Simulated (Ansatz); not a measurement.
**Alloy of SrTiO3 and CaTiO3 (3 of 8 Sr sites exchanged), 40 atoms**

Wanted: the relaxed alloy cell and its gap (PBEsol and HSE06).

Program: Ansatz 0.2.0, PAW, plane waves. These are calculated values, not measurements.

### 1 The system as built

40 atoms (5 Sr, 3 Ca, 8 Ti, 24 O); a = 7.745 Å, b = 7.745 Å, c = 7.745 Å, α = 90.00°, β = 90.00°, γ = 90.00°. All atoms were shaken off their sites by about 0.02 Å along each axis.

Steps to follow: (2) PBEsol cell relaxation at the single k point (¼, ¼, ¼), on 1 × NVIDIA H100 80GB HBM3 with 2 threads of AMD EPYC 7R13; (3) HSE06 single point at the Γ point alone, on 1 × NVIDIA H100 80GB HBM3 with 2 threads of AMD EPYC 7R13.

### 2 Relaxing cell and atoms with PBEsol

in.yaml

```yaml
crystal:
  lattice:
    - [7.744742, 0.000000, 0.000000]
    - [0.000000, 7.744742, 0.000000]
    - [0.000000, 0.000000, 7.744742]
  atoms:
    - { symbol: Sr, position: [0.998491, 0.004887, 0.000421] }
    - { symbol: Sr, position: [0.001722, 0.002974, 0.503273] }
    - { symbol: Sr, position: [0.005449, 0.500640, 0.001964] }
    - { symbol: Sr, position: [0.997246, 0.500181, 0.498432] }
    - { symbol: Sr, position: [0.500499, 0.502905, 0.005041] }
    - { symbol: Ca, position: [0.503055, 0.997916, 0.998941] }
    - { symbol: Ca, position: [0.502230, 0.999783, 0.499179] }
    - { symbol: Ca, position: [0.501157, 0.499174, 0.500321] }
    - { symbol: Ti, position: [0.244956, 0.246946, 0.253341] }
    - { symbol: Ti, position: [0.251393, 0.253799, 0.750793] }
    - { symbol: Ti, position: [0.251182, 0.748761, 0.248802] }
    - { symbol: Ti, position: [0.253582, 0.748066, 0.747190] }
    - { symbol: Ti, position: [0.751093, 0.245422, 0.245382] }
    - { symbol: Ti, position: [0.749897, 0.246734, 0.750042] }
    - { symbol: Ti, position: [0.750146, 0.751109, 0.246375] }
    - { symbol: Ti, position: [0.747728, 0.751771, 0.752598] }
    - { symbol: O, position: [0.251608, 0.244467, 0.005809] }
    - { symbol: O, position: [0.242368, 0.255142, 0.498973] }
    - { symbol: O, position: [0.248677, 0.749402, 0.001512] }
    - { symbol: O, position: [0.251956, 0.753365, 0.498166] }
    - { symbol: O, position: [0.752330, 0.246792, 0.997659] }
    - { symbol: O, position: [0.750367, 0.248485, 0.504655] }
    - { symbol: O, position: [0.750673, 0.750919, 0.000062] }
    - { symbol: O, position: [0.751291, 0.749245, 0.493787] }
    - { symbol: O, position: [0.000104, 0.252759, 0.251829] }
    - { symbol: O, position: [0.001768, 0.247041, 0.751239] }
    - { symbol: O, position: [0.002726, 0.746439, 0.245459] }
    - { symbol: O, position: [0.999675, 0.745752, 0.745986] }
    - { symbol: O, position: [0.500297, 0.249012, 0.247657] }
    - { symbol: O, position: [0.497997, 0.247624, 0.751545] }
    - { symbol: O, position: [0.501954, 0.746931, 0.251425] }
    - { symbol: O, position: [0.500946, 0.750917, 0.748203] }
    - { symbol: O, position: [0.250590, 0.004865, 0.248942] }
    - { symbol: O, position: [0.251193, 0.998483, 0.749321] }
    - { symbol: O, position: [0.249119, 0.500705, 0.248447] }
    - { symbol: O, position: [0.254572, 0.501044, 0.747808] }
    - { symbol: O, position: [0.754590, 0.004126, 0.248699] }
    - { symbol: O, position: [0.754872, 0.996129, 0.749037] }
    - { symbol: O, position: [0.750163, 0.499200, 0.245544] }
    - { symbol: O, position: [0.750083, 0.503208, 0.748224] }
  symmetry: { detect: false }
kpoints:
  mp_grid: { grid: [1, 1, 1], shift: [0.25, 0.25, 0.25] }
hamiltonian:
  xc: pbesol
scf:
  occupations: { method: fermi_dirac, width: 0.01 }
relax:
  f_tol: 0.03
  max_steps: 80
  escape_saddle: false
  adjacent_minimum: "off"
  cell: { fix: [shape] }
output:
  forces: true
  eigenvalues: true
  populations: true
```

The run is started by

```console
ansatz run in.yaml --threads 2 --pin off --max-ram 19000MiB --runs-dir r --events-out ev --progress --plain --backend cuda --devices 0, --max-vram 18GiB
```

After this run come: Single point with HSE06.

Q: Predict the outcome of this session. Wanted: for each run, top filled to lowest empty.

As calculated:

| level | time | k points | top filled to lowest empty (eV) |
| --- | --- | --- | --- |
| PBEsol, relaxation | 21 s (GPU) | (¼, ¼, ¼) | 2.99 |
| HSE06 | 12 s (GPU) | Γ | 3.59 |

```
     quantity                                                                      value
   relaxation                                          12 recorded steps, 1.02 eV gained
largest shift                                                               0.41 Å (O37)
 relaxed cell  a = 7.730 Å, b = 7.730 Å, c = 7.730 Å, α = 90.00°, β = 90.00°, γ = 90.00°
   mean bonds                                       Ca–O 2.577, O–Sr 2.750, O–Ti 1.956 Å
```

**In words.** The relaxation lowers the energy by 1.02 eV; the largest shift is 0.41 Å (O37), while the volume changes by -0.6 %. The mean lengths of the listed bonds run from O–Ti 1.96 Å to O–Sr 2.75 Å. Rows on different k points differ by sampling as well as by level. With one k point the spacing samples only the states that fold onto it, so it can exceed the gap over the zone.
